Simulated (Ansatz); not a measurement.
# Rb2NiF6: the cost of one run

Method: DFT r²SCAN+U (U_eff = 2.5 eV on Ni d), plane waves, PAW, in Ansatz 0.2.0.

## (1) The structure to begin with

It takes space group Fm-3m (No. 225, cubic). The conventional cell has a = 8.462 Å, b = 8.462 Å, c = 8.462 Å, α = 90.00°, β = 90.00°, γ = 90.00°. Rb (site symmetry -43m) is surrounded by 12 F at 3.02 Å. Around Ni (site symmetry m-3m) lie 6 F at 1.71 Å. Around F (site symmetry 4mm) lie 1 Ni at 1.71 Å.

As a file:

```cif
data_structure
_symmetry_space_group_name_H-M 'Fm-3m'
_symmetry_Int_Tables_number 225
_cell_length_a 8.4620
_cell_length_b 8.4620
_cell_length_c 8.4620
_cell_angle_alpha 90.000
_cell_angle_beta 90.000
_cell_angle_gamma 90.000
_cell_volume 605.93
loop_
_atom_site_label
_atom_site_type_symbol
_atom_site_symmetry_multiplicity
_atom_site_Wyckoff_symbol
_atom_site_fract_x
_atom_site_fract_y
_atom_site_fract_z
_atom_site_occupancy
Rb1 Rb 8 c 0.25000 0.75000 0.75000 1
Ni1 Ni 4 a 0.00000 0.00000 0.00000 1
F1 F 24 e 0.20200 0.00000 0.00000 1
```

Magnetic order typed: ferromagnetic.

## (2) From atoms, symmetry kept, no search

Input file input.yaml:

```yaml
crystal:
  lattice:
    - [0.0, 4.23099984, 4.23099984]
    - [4.23099984, 0.0, 4.23099984]
    - [4.23099984, 4.23099984, 0.0]
  atoms:
    - { symbol: Rb, position: [0.25, 0.25, 0.25] }
    - { symbol: Rb, position: [0.75, 0.75, 0.75] }
    - { symbol: Ni, position: [0.0, 0.0, 0.0], spin: 4.0 }
    - { symbol: F, position: [0.798, 0.202, 0.202] }
    - { symbol: F, position: [0.202, 0.798, 0.202] }
    - { symbol: F, position: [0.202, 0.798, 0.798] }
    - { symbol: F, position: [0.798, 0.202, 0.798] }
    - { symbol: F, position: [0.202, 0.202, 0.798] }
    - { symbol: F, position: [0.798, 0.798, 0.202] }
basis:
  ecutwfc: 500
  ecutrho_ratio: 4
kpoints:
  mp_grid: { grid: [4, 4, 4] }
hamiltonian:
  xc: r2scan
  hubbard: { sites: [{ site: 2, l: d, u_eff: 2.5 }] }
scf:
  occupations: { method: gaussian, width: 0.05 }
  lower_state_search: "off"
  max_iter: 150
output:
  forces: true
  stress: true
  eigenvalues: true
  populations: true
  hubbard: { sites: [{ site: 2, l: d }] }
magnetization:
  spin_polarized: true
```

The run is started by

```
ansatz run input.yaml --threads 8 --pin off --max-ram 12288MiB --backend cpu --events-out ev --progress --plain --runs-dir out
```

What time and memory should one allow on 8 threads of Arm Neoverse N1, shared host?

About 13 s, with a peak of 1 GiB.
